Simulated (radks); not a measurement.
# Lu³⁺ in [Xe] 4f14: an all-electron calculation

One table from this session's results is given with a row withheld; the runs are named, their logs left out.

The numbers are computed with radks (a radial shooting solver on a logarithmic mesh, Libxc functionals) version 1 (scalar-relativistic Kohn-Sham, BLYP, spin-polarised, spherical densities, point nucleus), except any that are marked as measured or tabulated.

**Starting point**

* element: lutetium (Z = 71)
* charge: +3
* electrons: 68
* configuration: [Xe] 4f14

Outer shells as boxes (Hund's rule):

Lu³⁺
```
[Xe] core
4f [↑↓][↑↓][↑↓][↑↓][↑↓][↑↓][↑↓]
```

The first run:

Settings of this run:

```text
Z 71
configuration [Xe] 4f14
relativity scalar-relativistic
functional b88,lyp
spin polarised
nucleus point
c 137.035999084
```

Steps of the session up to this table: Self-consistent calculation.

One of the session's tables, all rows but one given; the rest of the session is left out.

It belongs to the step «Shells». Radial moments (bohr):

| level | <r> | outermost maximum (interpolated) | 90 % within | nodes |
| --- | --- | --- | --- | --- |
| 1s | 0.01932 | 0.0121 | 0.0351 | 0 |
| 2s | 0.08182 | 0.0693 | 0.127 | 1 |
| 2p | 0.07291 | 0.0566 | 0.119 | 0 |
| 3s | 0.2126 | 0.196 | 0.312 | 2 |
| 3p | 0.2123 | 0.193 | 0.318 | 1 |
| 3d | 0.1925 | 0.157 | 0.299 | 0 |
| 4s | 0.4780 | 0.446 | 0.687 | 3 |
| 4p | 0.5079 | 0.467 | 0.739 | 2 |
| 4d | 0.5477 | 0.481 | 0.824 | 1 |
| 5s | 1.166 | 1.04 | 1.68 | 4 |
| 5p | ? | ? | ? | ? |
| 4f | 0.7171 | 0.468 | 1.23 | 0 |

Q: Estimate the row for 5p from the others.

The run gave: <r>: 1.372; outermost maximum (interpolated): 1.19; 90 % within: 2.01; nodes: 3. In the column «<r>» it is the highest.
